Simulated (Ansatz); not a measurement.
**PdOTe: a single-point run**

Wanted: a converged single-point run for PdOTe, and a check of what comes out. The structure is shown as the input types it. The cell is built on a prototype (Janus 1T monolayer) and needn't be the phase found in nature.

Program: Ansatz 0.2.0. Level of theory: density functional or hybrid calculation with the settings of its input, plane waves (as first typed). These are calculated values, not measurements.

1 further run of the same task is left out (it didn't finish).

## 1. The system as given

The structure is trigonal, space group P3m1 (No. 156). Conventional cell: a = 3.583 Å, b = 3.583 Å, c = 29.603 Å, α = 90.00°, β = 90.00°, γ = 120.00°. Around Pd (site symmetry 3m) lie 3 O at 2.23 Å and 3 Te at 2.53 Å. O (site symmetry 3m) is surrounded by 3 Pd at 2.23 Å. Te (site symmetry 3m) has 3 Pd at 2.53 Å as nearest neighbours.

Coordinates:

```xyz
3
Lattice="3.5830 0.0000 0.0000 -1.7915 3.1030 0.0000 0.0000 0.0000 29.6027" Properties=species:S:1:pos:R:3 pbc="T T T"
Pd    0.0000    0.0000    9.2049
O     0.0000    2.0686   10.0469
Te    1.7915    1.0343    7.7482
```

## 2. The calculation

Input file input.yaml:

```yaml
crystal:
  lattice:
    - [3.5829981333, 0.0, 0.0]
    - [-1.7914990667, 3.1029674052, 0.0]
    - [0.0, 0.0, 29.6027251312]
  atoms:
    - { symbol: Pd, position: [0.0, 0.0, 0.310947604] }
    - { symbol: O, position: [0.3333333333, 0.6666666667, 0.339390284] }
    - { symbol: Te, position: [0.6666666667, 0.3333333333, 0.2617403034] }
  periodic: [true, true, false]
kpoints:
  mp_grid: { grid: [6, 6, 1] }
hamiltonian:
  xc: pbe
scf:
  occupations: { method: fermi_dirac, width: 0.02 }
  n_extra_bands: 4
  max_iter: 97
output:
  forces: true
  stress: true
  eigenvalues: true
basis:
  ecutwfc: 120
```

Run with:

```
$ ansatz run input.yaml --threads 4 --pin off --max-ram 4608MiB --backend cpu --events-out ev --progress --plain --runs-dir out
```

Q: Will this input give a usable result? If not, why, and what should change?

The program finished normally, with warnings (cutoff below recommended, slab electrons at coulomb cutoff). It gives a largest force of 8.6 eV/Å, which is large; a structure far from rest gives such values too, whatever the setting.

In the input, basis.ecutwfc is 120. The basis cutoff is far too low: the plane waves can't represent the orbitals near the cores. The potentials' recommended cutoff is 420 eV.

Run again and compare: delete basis.ecutwfc (the default then holds).
